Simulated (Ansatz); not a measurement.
## BH₃SSeSi, SMILES B1S[SiH2][Se]1: a rigid scan of one bond length, step by step

Program: Ansatz 0.2.0, Python API.

The cells in order, each with its output:

```python
import ansatz as az
from ase import Atoms
import matplotlib.pyplot as plt
import numpy as np

atoms = Atoms(["B", "S", "Si", "Se", "H", "H", "H"], positions=[
    [-1.4225, 0.505, -0.5669],
    [0.3165, 0.7538, -1.2804],
    [0.9801, -0.4331, 0.2923],
    [-0.9677, -1.2417, 0.337],
    [-2.2032, 1.3833, -0.2103],
    [1.3132, 0.3805, 1.5019],
    [2.0449, -1.4159, -0.1194],
])
molecule = az.Crystal.molecule_from_ase(atoms)
```

```python
symbols = [site.symbol for site in molecule.cartesian_sites]
start = np.array([site.position_ang for site in molecule.cartesian_sites])
axis = (start[4] - start[0]) / np.linalg.norm(start[4] - start[0])
moving = [4]
lengths, energies = [1.04, 1.13, 1.23, 1.35, 1.54, 1.84, 2.21, 2.7], []
for length in lengths:
    xyz = start.copy()
    xyz[moving] += (length - np.linalg.norm(start[4] - start[0])) * axis
    point = az.Crystal.molecule()
    for symbol, place in zip(symbols, xyz):
        point = point.atom(symbol, place.tolist())
    job = (
        point.calculation()
        .basis(gaussian="def2-SVP")
        .correlation("mp2")
    )
    rep = job.run(threads=1).report
    energies.append(rep["free_energy_ev"])
    print(f"r = {length:6.3f} A  E = {energies[-1]:.5f} eV  <S^2> = {abs(rep['mean_field']['state']['spin_squared']):.3f}")

print("energy above the lowest point (eV):", [round(e - min(energies), 3) for e in energies])
plt.figure(figsize=(4.5, 3))
plt.plot(lengths, np.array(energies) - min(energies), "o-")
plt.xlabel("bond length (A)")
plt.ylabel("E - E(min) (eV)")
plt.tight_layout()
plt.savefig("scan.png", dpi=100)
```

    r =  1.040 A  E = -84702.58783 eV  <S^2> = 0.000
    r =  1.130 A  E = -84702.93389 eV  <S^2> = 0.000
    r =  1.230 A  E = -84702.98118 eV  <S^2> = 0.000
    r =  1.350 A  E = -84702.75163 eV  <S^2> = 0.000
    r =  1.540 A  E = -84702.07177 eV  <S^2> = 0.000
    r =  1.840 A  E = -84700.79992 eV  <S^2> = 0.000
    r =  2.210 A  E = -84699.41778 eV  <S^2> = 0.000
    r =  2.700 A  E = -84698.15690 eV  <S^2> = 0.000
    energy above the lowest point (eV): [0.393, 0.047, 0.0, 0.23, 0.909, 2.181, 3.563, 4.824]

Total energies depend on the basis set; only differences at equal settings carry meaning. The rest of the molecule is held rigid at a force-field or estimated start geometry, and the basis set is modest; single-reference methods fail as a bond breaks. The orbitals are restricted, so S² is zero by construction. Toward dissociation an unrestricted state can lie under the restricted one, by tenths of an eV for polar bonds under a functional and by 1 to 2 eV or more for others. S² is that of the Hartree-Fock reference. Finished in 17 s on 1 thread of Arm Neoverse V2 (shared host), peak memory 0.33 GiB.
